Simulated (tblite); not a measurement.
# C9H14O: the cost of one run

Programs: tblite 0.8.0 and PySCF 2.14.0, with density-fitted response routines of our own. Each step states its level of theory. These are calculated values for one molecule in the gas phase, unless marked as measured. Atoms count from 0, in the outputs and in this text.

**1. Starting geometry**

24 atoms, charge 0, multiplicity 1; geometry from: force field or distance geometry start.

Bonds of the start (Å): C0–C1 1.53, C1–C2 1.51, C2–C3 1.54, C3–C4 1.54, C4–C5 1.52, C5–C6 1.56, C6–C7 1.56, C7–O8 1.23, C6–C9 1.54, C9–C1 1.54, C6–C3 1.56, C0–H10 1.09, C0–H11 1.09, C0–H12 1.08, C1–H13 1.10, C2–H14 1.10, C2–H15 1.08, C3–H16 1.09, C4–H17 1.10, C4–H18 1.09, C5–H19 1.09, C5–H20 1.09, C7–H21 1.10, C9–H22 1.09, C9–H23 1.09.

**2. Relaxing the molecule with GFN2-xTB**

Job settings and geometry (Å):

```
{"job": {"kind": "relax", "xc": "GFN2-xTB", "basis": "xTB"}, "charge": 0, "multiplicity": 1}
C      2.697800    -0.130600     0.824800
C      1.302800    -0.343900     0.223100
C      1.027300     0.557200    -0.956200
C     -0.505900     0.572100    -1.088000
C     -1.183600    -0.684900    -1.670900
C     -1.657900    -1.109700    -0.286900
C     -1.066200     0.200800     0.317100
C     -2.105800     1.166400     0.969900
O     -2.710000     0.980200     2.025100
C      0.174100    -0.004100     1.210000
H      2.840500    -0.777400     1.693000
H      2.824100     0.906100     1.151200
H      3.460600    -0.355800     0.098700
H      1.219500    -1.397700    -0.080300
H      1.369600     1.588600    -0.760200
H      1.500900     0.209800    -1.862900
H     -0.882500     1.499800    -1.511800
H     -2.005400    -0.455100    -2.364100
H     -0.511600    -1.389800    -2.165400
H     -2.735400    -1.207600    -0.194000
H     -1.203300    -2.030500     0.085200
H     -2.300900     2.087300     0.392400
H      0.033000    -0.781100     1.965800
H      0.406200     0.919500     1.739600
```

Run with:

```sh
$ OMP_NUM_THREADS=1 python probes_run.py task.json out
```

This one command runs all jobs of the session in turn.

**Question.** How long does this first job take on 1 thread of Arm Neoverse V1, shared host?

About 1.2 s.
